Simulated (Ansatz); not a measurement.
# Te4Mo3: further runs on the relaxed cell

The task here is to estimate one member of a computed series from the others.

Computed with Ansatz 0.2.0 (DFT PBEsol, scalar-relativistic, plane waves, PAW, unless a step's input says otherwise).

2 further runs of the same task are left out: 2 set aside as unsound or not needed. Runs told in other sessions of the task aren't counted.

## The system as given

It takes space group R-3 (No. 148, trigonal). Conventional cell: a = 10.106 Å, b = 10.106 Å, c = 11.731 Å, α = 90.00°, β = 90.00°, γ = 120.00°. Te (site symmetry 3) is surrounded by 3 Mo at 2.73 Å. Te (site symmetry 1) is surrounded by 4 Mo at 2.71 to 2.82 Å. Mo (site symmetry 1) has 4 Mo at 2.67 to 2.76 Å and 5 Te at 2.71 to 2.82 Å in its first shell of neighbours.

Structure file:

```
CELL_PARAMETERS angstrom
5.05287 2.91728 3.91030
-5.05287 2.91728 3.91030
0.00000 -5.83455 3.91030
ATOMIC_POSITIONS crystal
Te 0.28914 0.28914 0.28914
Te 0.71086 0.71086 0.71086
Te 0.87911 0.61750 0.24759
Te 0.24759 0.87911 0.61750
Te 0.61750 0.24759 0.87911
Te 0.12089 0.38250 0.75241
Te 0.75241 0.12089 0.38250
Te 0.38250 0.75241 0.12089
Mo 0.95415 0.25780 0.08044
Mo 0.08044 0.95415 0.25780
Mo 0.25780 0.08044 0.95415
Mo 0.04585 0.74220 0.91956
Mo 0.91956 0.04585 0.74220
Mo 0.74220 0.91956 0.04585
```

It is the result of an earlier relaxation at this level (volume 24.70 Å³/atom; gap on the mesh: none (metal)).

Set-up of the first run:

input.yaml

```yaml
crystal:
  lattice:
    - [5.0018277701, 2.8878066095, 3.870797925]
    - [-5.0018277701, 2.8878066095, 3.870797925]
    - [0.0, -5.775613219, 3.870797925]
  atoms:
    - { symbol: Te, position: [0.2891442446, 0.2891442446, 0.2891442446] }
    - { symbol: Te, position: [0.7108557554, 0.7108557554, 0.7108557554] }
    - { symbol: Te, position: [0.8791081326, 0.6175008596, 0.2475915021] }
    - { symbol: Te, position: [0.2475915021, 0.8791081326, 0.6175008596] }
    - { symbol: Te, position: [0.6175008596, 0.2475915021, 0.8791081326] }
    - { symbol: Te, position: [0.1208918674, 0.3824991404, 0.7524084979] }
    - { symbol: Te, position: [0.7524084979, 0.1208918674, 0.3824991404] }
    - { symbol: Te, position: [0.3824991404, 0.7524084979, 0.1208918674] }
    - { symbol: Mo, position: [0.9541494051, 0.257803877, 0.0804357406] }
    - { symbol: Mo, position: [0.0804357406, 0.9541494051, 0.257803877] }
    - { symbol: Mo, position: [0.257803877, 0.0804357406, 0.9541494051] }
    - { symbol: Mo, position: [0.0458505949, 0.742196123, 0.9195642594] }
    - { symbol: Mo, position: [0.9195642594, 0.0458505949, 0.742196123] }
    - { symbol: Mo, position: [0.742196123, 0.9195642594, 0.0458505949] }
basis:
  ecutwfc: 420
kpoints:
  mp_grid: { grid: [6, 6, 6] }
hamiltonian:
  xc: pbesol
scf:
  occupations: { method: gaussian, width: 0.1 }
output:
  forces: true
  stress: true
  eigenvalues: true
relax:
  adjacent_minimum: "off"
  f_tol: 0.01
  max_steps: 30
  cell: { stress_tol: 0.1, fix: [volume] }
```

Command:

```console
> ansatz run input.yaml --threads 4 --pin off --max-ram 10240MiB --backend cpu --events-out ev --progress --plain --runs-dir out
```

Among the steps run: Point at V/V0 = 0.97; The cell scaled to 1.03 of its volume; Point at V/V0 = 0.94; Volume × 1.06; The cell scaled to 0.91 of its volume; Volume × 1.10; Point at V/V0 = 0.88.

One of the session's tables, all rows but one given; the rest of the session is left out.

It belongs to the step «Energy against volume». 

```
volume (Å³/atom)  energy above the lowest point (meV/atom)  pressure (GPa)
          21.739                                      68.3            8.81
          22.480                                      35.0            5.73
          23.221                                      14.3            3.33
          23.962                                       3.3            1.46
          24.703                                       0.0            0.00
          25.444                                         ?               ?
          26.185                                       9.7           -1.99
          27.173                                      24.5           -2.84
```

Q: Estimate the row for volume (Å³/atom) = 25.444 from the others.

Worked estimate for «energy above the lowest point (meV/atom)». A straight line through the neighbours (24.703, 0.0) and (26.185, 9.7) gives 0.0 + (9.7 − 0.0) × (25.444 − 24.703) / (26.185 − 24.703) = 4.8; a parabola fitted to 4 rows on both sides gives 2.7.

As computed: energy above the lowest point (meV/atom): 2.6; pressure (GPa): -1.12. In «energy above the lowest point (meV/atom)» the line misses by +2.2 and the parabola by +0.1.
